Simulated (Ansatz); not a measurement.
# GaCNCl2 (GaCl2(CN)): levels of theory compared

Wanted: a comparison of 4 runs (B3LYP/6-31G, wB97X/pcseg-1, B3LYP/6-31G*, CCSD(T)/6-31G**) of GaCNCl2 (GaCl2(CN)). 

The calculation is run with Ansatz 0.2.0.

4 further runs of the same task are left out: 4 set aside as unsound or not needed.

**1. Starting point**

GaCNCl2 has 5 atoms, charge 0, and is taken as a singlet. SMILES: `N#[C][Ga]([Cl])[Cl]`. The shape comes from GFN2-xTB, which is rough for such elements, and wasn't checked as a minimum.

Bond lengths: Ga1–Cl2 2.079 Å, Ga1–Cl3 2.079 Å, Ga1–C4 2.004 Å, C4–N5 1.145 Å. Angles: Cl2–Ga1–Cl3 125.3°, Cl2–Ga1–C4 117.2°, Cl3–Ga1–C4 117.4°, Ga1–C4–N5 179.9°.

**2. Energy and forces at B3LYP/6-31G (run 1)**

File in.yaml:

```yaml
crystal:
  periodic: [false, false, false]
  atoms:
    - {symbol: Ga, position_ang: [0.323980, 0.561810, 0.006880]}
    - {symbol: Cl, position_ang: [2.400370, 0.461520, 0.053930]}
    - {symbol: Cl, position_ang: [-0.795200, 2.313990, -0.019290]}
    - {symbol: C, position_ang: [-0.678070, -1.173240, -0.015430]}
    - {symbol: N, position_ang: [-1.251070, -2.164070, -0.026090]}
basis:
  gaussian:
    orbitals: 6-31G-spherical.json
hamiltonian:
  xc: {name: B3LYP}
accuracy: high
output: {forces: true, orbitals: {seedname: orbitals}}
```

The basis set 6-31G is read from a file made from the Basis Set Exchange's data (not shown).

Launch:

```console
$ ansatz run in.yaml --threads 1 --pin off --max-ram 3480MiB --events-out events.jsonl --progress --plain --runs-dir runs
```

The log of the run:

```text
Warning: RAYON_NUM_THREADS=1 ignored (pool sized by the plan → 1); use --threads N
Functional definition: B3LYP
  name "B3LYP"
  parameter a0 = 0.2
  parameter ax = 0.72
  parameter ac = 0.81
  exchange = (1 - a0 - ax)*slater_x + ax*b88_x + a0*exact_x
  correlation = (1 - ac)*vwn_rpa_c + ac*lyp_c
1492 factors; integrals over basis functions are off by at most 6.8e-9 eV
mean field evaluation 1: about -79937.4446 eV, gradient 4.5e1 eV
mean field evaluation 2: about -79919.6614 eV, gradient 9.5e1 eV
mean field evaluation 4: about -79942.3096 eV, gradient 6.3e0 eV
mean field evaluation 8: about -79942.4575 eV, gradient 3.8e-1 eV
mean field evaluation 16: about -79942.4580 eV, gradient 1.8e-5 eV
mean field -79942.45796385 eV, -2937.8311432271 hartree, gradient 6.0e-8 eV, S^2 0.000000; 0 other end points of the search recorded, 0 dependent functions left out
the calculation of the forces begins
reference -79942.45800269 eV, -2937.8311446547 hartree; 39, 39 occupied and 32, 32 virtual orbitals, 1492 factors
Total energy: -79942.45800269 eV, -2937.8311446547 hartree
Atom 0 at     0.323980     0.561810     0.006880 Å, force    -1.594780    -2.764456    -0.037062 eV/Å
Atom 1 at     2.400370     0.461520     0.053930 Å, force     1.842805    -0.003681     0.041995 eV/Å
Atom 2 at    -0.795200     2.313990    -0.019290 Å, force    -0.921203     1.595154    -0.021336 eV/Å
Atom 3 at    -0.678070    -1.173240    -0.015430 Å, force     2.639814     4.576079     0.055000 eV/Å
Atom 4 at    -1.251070    -2.164070    -0.026090 Å, force    -1.966636    -3.403096    -0.038598 eV/Å
Dipole moment:     0.207755     0.361914     0.004285 e Å
```

It took 9.9 s on 1 thread of Intel Xeon at 2.70GHz, shared host; peak memory 0.27 GiB.

**3. Energy and forces at wB97X/pcseg-1 (run 2)**

File run.yaml:

```yaml
basis:
  gaussian:
    orbitals: pcseg-1.json
crystal:
  periodic: [false, false, false]
  atoms:
    - {symbol: Ga, position_ang: [0.323980, 0.561810, 0.006880]}
    - {symbol: Cl, position_ang: [2.400370, 0.461520, 0.053930]}
    - {symbol: Cl, position_ang: [-0.795200, 2.313990, -0.019290]}
    - {symbol: C, position_ang: [-0.678070, -1.173240, -0.015430]}
    - {symbol: "N", position_ang: [-1.251070, -2.164070, -0.026090]}
hamiltonian:
  xc: {name: wB97X}
accuracy: high
output:
  forces: true
  orbitals: {seedname: orbitals}
```

The basis set pcseg-1 is read from a file made from the Basis Set Exchange's data (not shown).

Launch:

```console
$ ansatz run run.yaml --threads 1 --pin off --max-ram 3480MiB --events-out events.jsonl --progress --plain --runs-dir runs
```

The log of the run, cut to the lines that bear on the results:

```text
Warning: RAYON_NUM_THREADS=1 ignored (pool sized by the plan → 1); use --threads N
Functional definition: wB97X
  name "wB97X"
[...]
      + exact_x_lr(omega)
[...]
      + integral(e_c_pw_opposite_spin*poly(b97_u_opposite, 1, cos1, cos2, cos3, cos4))
1799 factors; integrals over basis functions are off by at most 4.5e-9 eV
394 factors; integrals over basis functions are off by at most 1.7e-9 eV
[...]
mean field -79945.78696459 eV, -2937.9534817480 hartree, gradient 3.4e-8 eV, S^2 0.000000; 0 other end points of the search recorded, 0 dependent functions left out
[...]
reference -79945.78696201 eV, -2937.9534816530 hartree; 39, 39 occupied and 52, 52 virtual orbitals, 1799 factors
Total energy: -79945.78696201 eV, -2937.9534816530 hartree
Atom 0 at     0.323980     0.561810     0.006880 Å, force    -0.919192    -1.596407    -0.022017 eV/Å
Atom 1 at     2.400370     0.461520     0.053930 Å, force     0.589697     0.056604     0.013602 eV/Å
Atom 2 at    -0.795200     2.313990    -0.019290 Å, force    -0.245566     0.536961    -0.005535 eV/Å
Atom 3 at    -0.678070    -1.173240    -0.015430 Å, force     1.333083     2.315610     0.029593 eV/Å
Atom 4 at    -1.251070    -2.164070    -0.026090 Å, force    -0.758022    -1.312768    -0.015643 eV/Å
Dipole moment:     0.276025     0.479918     0.005718 e Å
```

It took 30 s on 1 thread of Intel Xeon at 2.70GHz, shared host; peak memory 0.58 GiB.

Run 3 isn't shown in full; the table further down has it.

**4. Energy and gradient at CCSD(T)/6-31G(d,p) (spherical functions) (run 4)**

File in.yaml:

```yaml
crystal:
  periodic: [false, false, false]
  atoms:
    - symbol: Ga
      position_ang: [0.323980, 0.561810, 0.006880]
    - symbol: Cl
      position_ang: [2.400370, 0.461520, 0.053930]
    - symbol: Cl
      position_ang: [-0.795200, 2.313990, -0.019290]
    - symbol: C
      position_ang: [-0.678070, -1.173240, -0.015430]
    - symbol: N
      position_ang: [-1.251070, -2.164070, -0.026090]
basis:
  gaussian:
    orbitals: 6-31G_st__st_-spherical.json
correlation:
  method: ccsd_t
  frozen_orbitals: {C: 1, Cl: 5, Ga: 9, "N": 1}
accuracy: high
scf:
  omitted_lower_state_checks: [cluster_reference, increment]
output:
  forces: true
  orbitals: {seedname: orbitals}
```

The basis set 6-31G** is read from a file made from the Basis Set Exchange's data (not shown).

Launch:

```console
$ ansatz run in.yaml --threads 1 --pin off --max-ram 3480MiB --events-out events.jsonl --progress --plain --runs-dir runs
```

The log of the run, cut to the lines that bear on the results:

```text
Warning: RAYON_NUM_THREADS=1 ignored (pool sized by the plan → 1); use --threads N
Functional definition: HF
  name "HF"
[...]
1946 factors; integrals over basis functions are off by at most 4.6e-9 eV
[...]
mean field -79848.04968595 eV, -2934.3617030069 hartree, gradient 2.7e-8 eV, S^2 0.000000; 0 other end points of the search recorded, 0 dependent functions left out
21 core orbitals not correlated: weight in the atoms' cores, before any rotation towards them, 1.000 or more for the frozen orbitals, at most 0.000 for the correlated occupied ones
reference -79848.04968595 eV, -2934.3617030069 hartree; 18, 18 occupied and 57, 57 virtual orbitals, 1946 factors
second order -20.66316674 eV of doubles, -0.00000000 eV of singles
cycle   1  -20.25271117 eV  change    4.1e-1 eV  update   1.1e-1
[...]
cycle  21  -20.97868271 eV  change    1.2e-9 eV  update   1.3e-9
perturbative correction -0.67865320 eV, -0.0249400451 hartree
[...]
Total energy: -79869.70702187 eV, -2935.1575954219 hartree
Atom 0 at     0.323980     0.561810     0.006880 Å, force    -0.950573    -1.651563    -0.022738 eV/Å
Atom 1 at     2.400370     0.461520     0.053930 Å, force     0.786371     0.054887     0.018058 eV/Å
Atom 2 at    -0.795200     2.313990    -0.019290 Å, force    -0.345236     0.707045    -0.007869 eV/Å
Atom 3 at    -0.678070    -1.173240    -0.015430 Å, force     2.635801     4.568482     0.053746 eV/Å
Atom 4 at    -1.251070    -2.164070    -0.026090 Å, force    -2.126363    -3.678852    -0.041197 eV/Å
Dipole moment:     0.263780     0.458580     0.005452 e Å
Checks for a lower state left out: cluster_reference, increment
```

Wall time 2 min (1 thread of Intel Xeon at 2.70GHz, shared host); peak memory 0.78 GiB.

**5. The series**

```csv
run,level,frozen core orbitals,energy (Eh),dipole moment (D),HOMO energy (eV),LUMO energy (eV),wall time
1,B3LYP/6-31G,–,-2937.831145,2.00,-9.70,-2.90,9.9 s
2,wB97X/pcseg-1,–,-2937.953482,2.66,-12.54,-0.67,30 s
3,B3LYP/6-31G* (spherical functions),–,-2937.955119,2.49,-9.58,-2.69,14 s
4,CCSD(T)/6-31G** (spherical functions),21,-2935.157595,2.54,-13.17,0.51,2 min
```

**6. Summary of results**

```
                                           quantity           value
                                run 4: total energy  -2935.15760 Eh
          run 4: dipole moment (correlated density)          2.54 D
         run 4: HOMO energy (Hartree–Fock orbitals)       -13.17 eV
         run 4: LUMO energy (Hartree–Fock orbitals)         0.51 eV
       run 4: HOMO–LUMO gap (Hartree–Fock orbitals)        13.69 eV
run 4: correlation energy (21 core orbitals frozen)      -795.9 mEh
                              run 4: (T) correction      -24.94 mEh
                               run 4: T1 diagnostic           0.012
                    run 4: largest force on an atom      5.275 eV/Å
```

In words: The dipole moment (its size) runs from 2.00 D (B3LYP/6-31G) to 2.66 D (wB97X/pcseg-1). The two ends differ in method and basis. Over runs 1, 2, 3 the HOMO–LUMO gap runs from 6.80 eV (B3LYP/6-31G) to 11.87 eV (wB97X/pcseg-1). Totals of different functionals can't be ranked against each other. All runs together took 2.9 min, the longest 2 min.
